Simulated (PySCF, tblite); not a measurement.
**C5H11ClGe2: geometry, infrared bands and NMR shifts**

Wanted: the infrared bands and NMR shifts of C5H11ClGe2 (`C[C@H]1[CH2][GeH2]/[C]1=[CH]/[GeH2][Cl]`), by calculation.

Programs: tblite 0.8.0 and PySCF 2.14.0, with density-fitted response routines of our own. Each step states its level of theory. These are calculated values for one molecule in the gas phase, unless marked as measured. Atoms are numbered from 0 throughout.

## (1) The molecule as given

19 atoms, charge 0, multiplicity 1; geometry from: force field or distance geometry start.

Bonds of the start (Å): C0–C1 1.49, C1–C2 1.53, C2–Ge3 1.94, Ge3–C4 1.95, C4–C5 1.33, C5–Ge6 1.91, Ge6–Cl7 2.20, C4–C1 1.46, C0–H8 1.10, C0–H9 1.13, C0–H10 1.09, C1–H11 1.11, C2–H12 1.10, C2–H13 1.11, Ge3–H14 1.55, Ge3–H15 1.50, C5–H16 1.10, Ge6–H17 1.53, Ge6–H18 1.54.

## (2) Relaxing the molecule with GFN2-xTB

The job: settings as JSON, then the geometry in Å.

```
{"job": {"kind": "relax", "xc": "GFN2-xTB", "basis": "xTB"}, "charge": 0, "multiplicity": 1}
C     -0.822200    -1.649200     0.163100
C     -0.892600    -0.257400    -0.373700
C     -1.813200     0.558900     0.534100
Ge    -1.095600     2.130400    -0.355600
C      0.186800     0.687800    -0.096300
C      1.482800     0.740000     0.179600
Ge     2.593800    -0.801500     0.380200
Cl     3.832500    -0.394600     2.149200
H     -0.514700    -1.623900     1.223000
H     -1.892500    -2.026100     0.182600
H     -0.289100    -2.352800    -0.477200
H     -1.331300    -0.227700    -1.390800
H     -2.889400     0.365800     0.404700
H     -1.501700     0.449900     1.589500
H     -0.918100     3.345500     0.587000
H     -1.543800     2.383100    -1.769900
H      1.968400     1.722200     0.315900
H      1.856800    -2.124700     0.580600
H      3.573400    -0.916500    -0.803000
```

Started as:

```
OMP_NUM_THREADS=1 python probes_run.py task.json out
```

One launch serves the whole session: the jobs run in the order shown.

**Question.** This job is followed by: GFN2-xTB harmonic vibrations, gas phase; GIAO PBE0/pcSseg-1 NMR shielding, non-relativistic, gas phase. Predict these results of the whole session: strongest single infrared mode (GFN2-xTB); zero-point energy (GFN2-xTB); 13C shifts against TMS (PBE0/pcSseg-1); 1H shifts against TMS (PBE0/pcSseg-1, means over atoms taken as alike); 73Ge shifts against GeMe4 (PBE0/pcSseg-1); 35Cl shifts against HCl (PBE0/pcSseg-1); surface potential, 1st and 99th percentile.

**Answer**, as computed:

```
                                                              quantity                                                     value
                             strongest single infrared mode (GFN2-xTB)                                     1955 cm⁻¹, 521 km/mol
                                          zero-point energy (GFN2-xTB)                                             82.9 kcal/mol
                                13C shifts against TMS (PBE0/pcSseg-1)                        185.0, 138.3, 47.9, 27.0, 20.3 ppm
1H shifts against TMS (PBE0/pcSseg-1, means over atoms taken as alike)  6.44, 5.53, 5.29, 5.24, 5.01, 3.34, 2.12, 1.37, 1.15 ppm
                             73Ge shifts against GeMe4 (PBE0/pcSseg-1)                                             -89, -129 ppm
                               35Cl shifts against HCl (PBE0/pcSseg-1)                                                   -70 ppm
                                 surface potential, 1st and 99th percentile                                        -0.74 V and 1.20 V
```

In words: Over 207 steps the energy fell by 1.187 eV; of the close pairs, Ge6–Cl7 changed most, 2.198 to 2.112 Å. All 51 modes are real, so the xTB geometry is a minimum. The strongest single mode, at 1955 cm⁻¹, moves mainly H14 and H15. Unscaled tight-binding wavenumbers are off by several per cent, some by more. Its intensities can rank the bands wrongly. H16 (hydrogen on an alkene CH) lies farthest downfield among hydrogen, at 6.44 ppm; a vinylic proton, deshielded by the sp2 carbon and the C=C anisotropy. At PBE0/pcSseg-1: The widest tensor belongs to Ge3: span 269 ppm, with a paramagnetic part of -1296 ppm. By nearest atom (PBE0/pcSseg-1), the HOMO sits on C4 23 %; C5 13 % and the LUMO on C4 28 %; C5 22 %. Spin-orbit coupling is left out, which matters for shieldings and couplings at and beside the heavy atoms.
